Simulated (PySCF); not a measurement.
# CH9GeN3: the cost of one run

Computed with PySCF 2.14.0, with density-fitted response routines of our own, on a single molecule in the gas phase. Atoms count from 0, in the outputs and in this text.

### 1 The molecule as given

14 atoms, charge 0, multiplicity 1; geometry from: GFN2-xTB. The atoms were then displaced at random by about 0.01 Å, so the start is not that level's minimum.

Bonds of the start (Å): C0–N1 1.43, N1–Ge2 1.81, Ge2–N3 1.84, Ge2–N4 1.82, C0–H5 1.10, C0–H6 1.12, C0–H7 1.08, N1–H8 1.03, Ge2–H9 1.53, N3–H10 1.02, N3–H11 0.98, N4–H12 1.00, N4–H13 0.99.

### 2 Relaxing the molecule at PBE0-D3(BJ)/def2-SVP

The job: settings as JSON, then the geometry in Å.

```
{"job": {"xc": "PBE0", "basis": "def2-SVP", "d3": "d3bj", "grid": 1, "shake": 0.01, "kind": "geom"}, "charge": 0, "multiplicity": 1}
C     -1.858370    -0.244540    -0.171380
N     -1.072400    -0.185200     1.023300
Ge     0.714690     0.123420     0.955580
N      1.169130     1.420730    -0.264320
N      1.693860    -1.296570     0.362500
H     -2.784450    -0.805830    -0.001310
H     -2.169300     0.772500    -0.527410
H     -1.287490    -0.688630    -0.973180
H     -1.561950     0.284500     1.795940
H      1.133760     0.348640     2.413620
H      0.742800     2.334410    -0.084090
H      2.126410     1.518720    -0.453290
H      1.476570    -2.161700     0.815410
H      1.669600    -1.435550    -0.619100
```

Started as:

```
OMP_NUM_THREADS=1 python probes_run.py task.json out
```

One launch serves the whole session: the jobs run in the order shown.

**Question.** How long does this first job take on 1 thread of Intel Xeon Platinum 8259CL at 2.50GHz, shared host, and how much memory does it need?

About 1.7 min, with a peak of 0.57 GiB.
